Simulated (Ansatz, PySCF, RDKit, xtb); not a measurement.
**Which structure has the formula BGeSiH7?**

Given the formula BGeSiH7 and nothing else, which arrangement of the atoms is the most stable in the gas at 298.15 K, and what are its properties?

Plan: many cheap relaxations first (GFN2-xTB), then density-functional screening, relaxation at B3LYP-D3(BJ)/def2-SVP, vibrations and a final energy. The numbers are computed, not measured.

7 further runs of the same task are left out: 7 set aside as unsound or not needed.

### Step 1. Possible bonding patterns

A program enumerates the bonding patterns with one Lewis structure each (two rings at most, one unusual centre or charged pair), with their diastereomers. O–O, O–halogen and N–halogen bonds and N–N–N chains are not drawn. That gives 7 candidates.

```tsv
label	SMILES	spin
c087	[SiH3][BH2-][GeH2+]	singlet
c397	[BH3-][GeH+][SiH3]	singlet
c425	[BH3-][SiH+][GeH3]	singlet
c489	[SiH2+][BH2-][GeH3]	singlet
c557	B[SiH2][GeH3]	singlet
c673	[SiH3][BH][GeH3]	singlet
c938	[BH2][GeH2][SiH3]	singlet
```

Candidates are built by distance geometry, with a force field where one applies, in up to four conformers (letters a to d). 14 starts with atoms placed at random are added, to find patterns that the rules miss.

Q: Predict the outcome of this search (final energies at CCSD(T)/def2-TZVP).

| quantity | value |
| --- | --- |
| lowest structure found | [BH2][GeH2][SiH3], singlet, Cs |
| next finalist | B[SiH2][GeH3], singlet, 2.3 kcal/mol higher in G |
| share at equilibrium, among the finalists | 98.0 % |
| harmonic wavenumbers, lowest and highest (B3LYP-D3(BJ)/def2-SVP) | 83 and 2682 cm⁻¹ |
| rotational constants, same geometry | 0.3098, 0.0982, 0.08047 cm⁻¹ |
| dipole moment (PBE0/def2-TZVPD) | 0.22 D |
| HOMO energy (PBE0/def2-TZVPD) | -7.87 eV |
| LUMO energy (PBE0/def2-TZVPD) | -2.45 eV |
| HOMO–LUMO gap (PBE0/def2-TZVPD) | 5.42 eV |
| lowest excitation (TD-PBE0/def2-SVPD) | 4.08 eV (f = 0.041) |
| strongest of the states computed, same level | 7.09 eV (f = 0.139) |
| lowest triplet excitation, same level, Tamm-Dancoff | 3.21 eV |
| vertical ionisation energy | 9.76 eV |
| vertical electron affinity | 0.84 eV |
| vertical triplet less singlet | +3.22 eV |

`[BH2][GeH2][SiH3]` comes out lowest. The margin, 2.3 kcal/mol, is modest. B3LYP-D3(BJ)/def2-SVP, HF/def2-TZVP and MP2/def2-TZVP already put its bonding pattern lowest among the structures in one piece. The search is not exhaustive (a finite list of starts, one conformer a finalist), so a lower isomer can't be ruled out. Patterns outside the rules of the enumeration were met only by chance.
